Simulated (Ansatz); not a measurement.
Below is the output of a Python script on Ansatz 0.2.0 through its Python package that makes a comparison of functionals at one structure of CdAg₃, space group I4/mmm. Write a script that gives it. Settings (first run): BLYP, PAW, cutoff 550 eV, 8×8×8 k-points, cold smearing of 0.05 eV. The script varies functional: blyp, pbesol, lda.

Input file `POSCAR_cdag3`:
```text
CdAg3
1.0
  -2.07683397    2.07683397    4.17406913
   2.07683397   -2.07683397    4.17406913
   2.07683397    2.07683397   -4.17406913
Cd Ag
1 3
Direct
   0.00000000    0.00000000    0.00000000
   0.75000000    0.25000000    0.50000000
   0.25000000    0.75000000    0.50000000
   0.50000000    0.50000000    0.00000000
```

```console
$ python cdag3.py
functional,F/atom (eV),iterations,k-points
blyp,-7771.80014,8,59
pbesol,-7687.75458,7,59
lda,-7623.11339,7,59
```

One script that gives this output:

`cdag3.py`:
```python
"""One structure of CdAg3 under several functionals."""

import csv

import ansatz as az
from ase.io import read


def main() -> None:
    atoms = read("POSCAR_cdag3", format="vasp")
    cdag3 = az.Crystal.from_ase(atoms)

    setup = (
        cdag3.calculation()
        .basis(550)
        .kpoints(8)
        .occupations("Marzari-Vanderbilt", width=50 * az.meV)
    )

    rows = []
    for value in ["blyp", "pbesol", "lda"]:
        report = setup.functional(value).run().report
        rows.append((value, report["free_energy_ev"] / len(report["lattice"]["sites"]), report["n_iterations"], report["n_kpoints"]))

    with open("xc.csv", "w", newline="") as handle:
        writer = csv.writer(handle)
        writer.writerow(["functional", "F/atom (eV)", "iterations", "k-points"])
        writer.writerows([round(v, 5) if isinstance(v, float) else v for v in row] for row in rows)
    print(open("xc.csv").read())


if __name__ == "__main__":
    main()
```

Caveats:
- BLYP can be off by several per cent in the lattices of metals, and by several GPa in the pressure at a fixed cell.
- For a metal this k-point mesh is coarse: on a finer one energies can move by several to tens of meV an atom and pressures by half a GPa or more, differences at one mesh by less.
- The structure comes from a database of computed cells and needn't be a stable or known phase.
- Total energies of different functionals can't be compared; pressures, moments and gaps at this one structure can.
- The whole script took 45 s on 1 thread of Arm Neoverse V1, with other jobs on the host, peak memory 0.54 GiB.
